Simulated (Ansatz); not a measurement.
The system is WAu.

```xyz
2
Lattice="0.0000 2.9092 2.9092 2.9092 0.0000 2.9092 2.9092 2.9092 0.0000" Properties=species:S:1:pos:R:3 pbc="T T T"
W     0.0000    0.0000    0.0000
Au    4.3638    4.3638    4.3638
```

The cell was built by a generator and needn't be a form met in nature.

Base run:

```yaml
Program: Ansatz 0.2.0
Functional: PBEsol
Potentials_or_basis: Ansatz PAW
Cutoff: "420 eV (not typed: the program's choice for these potentials)"
k_mesh: 6 × 6 × 6
Occupations: fermi-dirac, width 0.05 eV
Spin: no spin polarisation
```

Its results: band gap on the k mesh none (metal or under the smearing width); pressure -4.9 GPa.

Task: The run is repeated on the same cell with these changes: spin from no spin polarisation to spin-orbit coupling, no magnetisation; potential files from those of the base run to others of the same set. What comes out?

Result: Band gap on the k mesh none (metal or under the smearing width); pressure -5.3 GPa.

Caveats: the PAW data sets come from PBE, with cores solved anew for the run's functional, which leaves a small shift of forces and pressure; spin-orbit coupling is left out, which moves the levels of the heavy elements (some runs).
